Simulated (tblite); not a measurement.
# C4H12O2Si2: the cost of one run

The runs use tblite 0.8.0 and PySCF 2.14.0, with density-fitted response routines of our own; the level of theory stands in each step. All values are computed, except where a source is named. Atoms count from 0, in the outputs and in this text.

**1. The starting structure**

20 atoms, charge 0, multiplicity 1; geometry from: force field or distance geometry start.

Bonds of the start (Å): C0–Si1 1.89, Si1–Si2 2.21, Si1–C3 1.86, C3–O4 1.39, O4–C5 1.39, C5–C6 1.48, C6–O7 1.24, C0–H8 1.11, C0–H9 1.12, C0–H10 1.10, Si1–H11 1.46, Si2–H12 1.48, Si2–H13 1.46, Si2–H14 1.50, C3–H15 1.11, C3–H16 1.09, C5–H17 1.13, C5–H18 1.12, C6–H19 1.06.

**2. Optimising the geometry with GFN2-xTB**

Job settings and geometry (Å):

```
{"job": {"kind": "relax", "xc": "GFN2-xTB", "basis": "xTB"}, "charge": 0, "multiplicity": 1}
C     -2.054700    -1.640600    -0.145200
Si    -1.341300    -0.051700    -0.873100
Si    -2.175800     1.736700     0.111800
C      0.521200    -0.131100    -0.855900
O      1.043100    -0.567200     0.355600
C      2.425500    -0.585600     0.232600
C      3.046000     0.722400    -0.074300
O      4.286300     0.741200    -0.176200
H     -2.576100    -1.427500     0.815000
H     -2.762900    -2.080600    -0.888800
H     -1.234900    -2.365700    -0.020200
H     -1.750700    -0.038400    -2.274800
H     -1.851900     3.001500    -0.577100
H     -1.916200     1.790400     1.543900
H     -3.664000     1.639500    -0.023400
H      0.787700    -0.916000    -1.597700
H      0.977600     0.798300    -1.183600
H      2.785800    -1.295100    -0.569600
H      2.901200    -0.967800     1.169700
H      2.548900     1.648000    -0.200800
```

Command:

```console
$ OMP_NUM_THREADS=1 python probes_run.py task.json out
```

One launch serves the whole session: the jobs run in the order shown.

**Question.** How long does this first job take on 1 thread of Arm Neoverse N1, shared host, and how much memory does it need?

About 2.3 s, with a peak of 0.18 GiB.
